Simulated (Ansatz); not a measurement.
**C2H4AlBO: small, medium and large basis sets**

Aim: see how fast density functionals converge with the basis set for C2H4AlBO.

Program: Ansatz 0.2.0, Gaussian basis. Level of theory: one geometry, several basis sets. These are calculated values, not measurements.

The runs, in order: PBE0-D4/def2-SVP; ωB97M-V/def2-SVP; PBE0-D4/def2-QZVPP; ωB97M-V/def2-QZVPP; the functionals' def2-TZVPP values are taken from earlier runs.

**1. The geometry**

An earlier PBE0-D4 in a triple-zeta def2 set relaxation fixed the geometry.

9 atoms, charge 0, spin multiplicity 1.

Atoms are counted from 1 here; the program's logs count them from 0.

Bond lengths: B1–C2 1.485 Å, B1–H6 1.197 Å, B1–H7 1.197 Å, C2–C3 1.217 Å, C3–O4 1.273 Å, O4–Al5 1.737 Å, Al5–H8 1.569 Å, Al5–H9 1.571 Å. Angles: C2–B1–H6 120.4°, C2–B1–H7 120.4°, H6–B1–H7 119.2°, B1–C2–C3 179.9°, C2–C3–O4 178.7°, C3–O4–Al5 131.1°, O4–Al5–H8 112.6°, O4–Al5–H9 117.5°, H8–Al5–H9 129.9°.

**2. PBE0-D4 in def2-SVP**

Input file in.yaml:

```yaml
crystal:
  periodic: [false, false, false]
  atoms:
    - {symbol: B, position_ang: [-2.047032, 1.541565, 0.601884]}
    - {symbol: C, position_ang: [-0.844064, 0.868553, 0.048711]}
    - {symbol: C, position_ang: [0.141130, 0.316304, -0.403795]}
    - {symbol: O, position_ang: [1.174177, -0.240380, -0.897780]}
    - {symbol: Al, position_ang: [2.018705, -1.689035, -0.443347]}
    - {symbol: H, position_ang: [-2.641488, 1.059922, 1.522871]}
    - {symbol: H, position_ang: [-2.433232, 2.573068, 0.133160]}
    - {symbol: H, position_ang: [3.250841, -1.983583, -1.368409]}
    - {symbol: H, position_ang: [1.469463, -2.492714, 0.789606]}
basis:
  gaussian: {orbitals: def2-SVP}
hamiltonian: {xc: pbe0, dispersion: d4}
output: {orbitals: {seedname: orbitals}}
```

The run is started by

```sh
$ ansatz run in.yaml --threads 2 --pin off --events-out ev --progress --plain --max-ram 4352MiB
```

The program printed:

```text
Functional definition: PBE0
  name "PBE0"
  cite "Adamo & Barone, J. Chem. Phys. 110, 6158 (1999) doi:10.1063/1.478522"
  cite "Perdew, Burke & Ernzerhof, Phys. Rev. Lett. 77, 3865 (1996) doi:10.1103/PhysRevLett.77.3865"
  parent pbe
  parameter a = 0.25
  parameter kappa = 0.804
  parameter beta = 0.06672455060314922
  exchange = (1 - a)*pbe_x(kappa = kappa, mu = beta*pi^2/3) + a*exact_x
  correlation = pbe_c(beta = beta)
1071 factors; their error is unknown
mean field evaluation 1: about -11437.9821 eV, gradient 4.5e1 eV
mean field evaluation 2: about -11434.1542 eV, gradient 5.8e1 eV
mean field evaluation 4: about -11442.8525 eV, gradient 5.9e0 eV
mean field evaluation 8: about -11443.0420 eV, gradient 1.5e-1 eV
mean field -11443.04202266 eV, -420.5240379602 hartree, gradient 3.6e-5 eV, S^2 0.000000; 0 other end points of the search recorded, 0 dependent functions left out
reference -11443.04205798 eV, -420.5240392584 hartree; 21, 21 occupied and 73, 73 virtual orbitals, 1071 factors
Total energy: -11443.17446399 eV, -420.5289050894 hartree
```

It took 1.4 s on 2 threads of Arm Neoverse V1, shared host; peak memory 0.48 GiB.

**3. ωB97M-V in def2-SVP**

Edit in.yaml of step 2 so:

```diff
@@ -14,3 +14,3 @@
   gaussian: {orbitals: def2-SVP}
-hamiltonian: {xc: pbe0, dispersion: d4}
+hamiltonian: {xc: {name: wB97M-V}}
 output: {orbitals: {seedname: orbitals}}
```

Same command.

The program printed (excerpt; [...] marks lines left out):

```text
Functional definition: wB97M-V
  name "wB97M-V"
  cite "Mardirossian & Head-Gordon, J. Chem. Phys. 144, 214110 (2016) doi:10.1063/1.4952647"
  cite "Becke, J. Chem. Phys. 107, 8554 (1997) doi:10.1063/1.475007"
  cite "Vydrov & Van Voorhis, J. Chem. Phys. 133, 244103 (2010) doi:10.1063/1.3521275"
  # Of w^i u^j: cxij and so on, Table III.
[...]
  gx(w, u) = 1 - cx + cx01*u + cx10*w
  gss(w, u) = css00 + css04*u^4 + css10*w + css20*w^2 + css43*w^4*u^3
  gos(w, u) = cos00 + cos10*w + (cos20 + cos21*u)*w^2 + (cos60 + cos61*u)*w^6
[...]
      + integral(e_c_pw_mod_opposite_spin*gos(b97_w_opposite, b97_u_opposite)) + vv10(b, c)
1052 factors; their error is unknown
272 factors; integrals over basis functions are off by at most 1.1e-5 eV
[...]
mean field -11449.59995640 eV, -420.7650375800 hartree, gradient 3.0e-5 eV, S^2 0.000000; 0 other end points of the search recorded, 0 dependent functions left out
reference -11449.60001204 eV, -420.7650396248 hartree; 21, 21 occupied and 73, 73 virtual orbitals, 1052 factors
Total energy: -11449.60001204 eV, -420.7650396248 hartree
```

It took 6 s on 2 threads of Arm Neoverse V1, shared host; peak memory 0.48 GiB.

**4. PBE0-D4 in def2-QZVPP**

Edit in.yaml of step 3 so:

```diff
@@ -13,4 +13,4 @@
 basis:
-  gaussian: {orbitals: def2-SVP}
-hamiltonian: {xc: {name: wB97M-V}}
+  gaussian: {orbitals: "def2-QZVPP.json"}
+hamiltonian: {xc: pbe0, dispersion: d4}
 output: {orbitals: {seedname: orbitals}}
```

Same command.

The program printed:

```text
Functional definition: PBE0
  name "PBE0"
  cite "Adamo & Barone, J. Chem. Phys. 110, 6158 (1999) doi:10.1063/1.478522"
  cite "Perdew, Burke & Ernzerhof, Phys. Rev. Lett. 77, 3865 (1996) doi:10.1103/PhysRevLett.77.3865"
  parent pbe
  parameter a = 0.25
  parameter kappa = 0.804
  parameter beta = 0.06672455060314922
  exchange = (1 - a)*pbe_x(kappa = kappa, mu = beta*pi^2/3) + a*exact_x
  correlation = pbe_c(beta = beta)
1370 factors; their error is unknown
mean field evaluation 1: about -11444.5957 eV, gradient 5.7e1 eV
mean field evaluation 2: about -11438.9252 eV, gradient 7.0e1 eV
mean field evaluation 4: about -11451.1696 eV, gradient 9.3e0 eV
mean field evaluation 8: about -11451.3682 eV, gradient 1.6e-1 eV
mean field evaluation 16: about -11451.3752 eV, gradient 3.9e-5 eV
mean field -11451.37524282 eV, -420.8302781528 hartree, gradient 3.9e-5 eV, S^2 0.000000; 0 other end points of the search recorded, 0 dependent functions left out
reference -11451.37529136 eV, -420.8302799366 hartree; 21, 21 occupied and 397, 397 virtual orbitals, 1370 factors
Total energy: -11451.50769737 eV, -420.8351457675 hartree
```

Wall time 10 s (2 threads of Arm Neoverse V1, shared host); peak memory 1.1 GiB.

**5. ωB97M-V in def2-QZVPP**

Edit in.yaml of step 4 so:

```diff
@@ -14,3 +14,3 @@
   gaussian: {orbitals: "def2-QZVPP.json"}
-hamiltonian: {xc: pbe0, dispersion: d4}
+hamiltonian: {xc: {name: wB97M-V}}
 output: {orbitals: {seedname: orbitals}}
```

The command is unchanged.

The program printed (excerpt; [...] marks lines left out):

```text
Functional definition: wB97M-V
  name "wB97M-V"
  cite "Mardirossian & Head-Gordon, J. Chem. Phys. 144, 214110 (2016) doi:10.1063/1.4952647"
  cite "Becke, J. Chem. Phys. 107, 8554 (1997) doi:10.1063/1.475007"
  cite "Vydrov & Van Voorhis, J. Chem. Phys. 133, 244103 (2010) doi:10.1063/1.3521275"
  # Of w^i u^j: cxij and so on, Table III.
[...]
  gx(w, u) = 1 - cx + cx01*u + cx10*w
  gss(w, u) = css00 + css04*u^4 + css10*w + css20*w^2 + css43*w^4*u^3
  gos(w, u) = cos00 + cos10*w + (cos20 + cos21*u)*w^2 + (cos60 + cos61*u)*w^6
[...]
      + integral(e_c_pw_mod_opposite_spin*gos(b97_w_opposite, b97_u_opposite)) + vv10(b, c)
1327 factors; their error is unknown
371 factors; integrals over basis functions are off by at most 1.5e-5 eV
[...]
mean field -11458.10957851 eV, -421.0777604247 hartree, gradient 7.0e-5 eV, S^2 0.000000; 0 other end points of the search recorded, 0 dependent functions left out
reference -11458.10965853 eV, -421.0777633653 hartree; 21, 21 occupied and 397, 397 virtual orbitals, 1327 factors
Total energy: -11458.10965853 eV, -421.0777633653 hartree
```

Wall time 23 s (2 threads of Arm Neoverse V1, shared host); peak memory 1.3 GiB.

**6. Functionals by basis**

The def2-TZVPP values come from earlier runs at the same geometry.

```csv
functional,basis,functions,energy (eV),from the largest (eV),HOMO (eV),LUMO (eV)
PBE0-D4,def2-SVP,94,-11443.1745,8.333,-6.83,-2.04
PBE0-D4,def2-TZVPP,222,-11451.0207,0.487,-6.87,-2.06
PBE0-D4,def2-QZVPP,418,-11451.5077,0.000,-6.89,-2.07
ωB97M-V,def2-SVP,94,-11449.6000,8.510,-9.00,-0.28
ωB97M-V,def2-TZVPP,222,-11457.6609,0.449,-9.08,-0.39
ωB97M-V,def2-QZVPP,418,-11458.1097,0.000,-9.09,-0.52
```

**7. Outcome**

| quantity | value |
| --- | --- |
| PBE0-D4: double and triple zeta above quadruple | 8.33, 0.49 eV |
| ωB97M-V: double and triple zeta above quadruple | 8.51, 0.45 eV |

In words: For PBE0-D4 the step from double to triple zeta gains 7.85 eV and the next only 0.49 eV. These are total energies; as a rule much of such shifts cancels in differences, which this series doesn't test.

For PBE0-D4 the largest set took about 7 times as long as the smallest (10 s against 1.4 s).
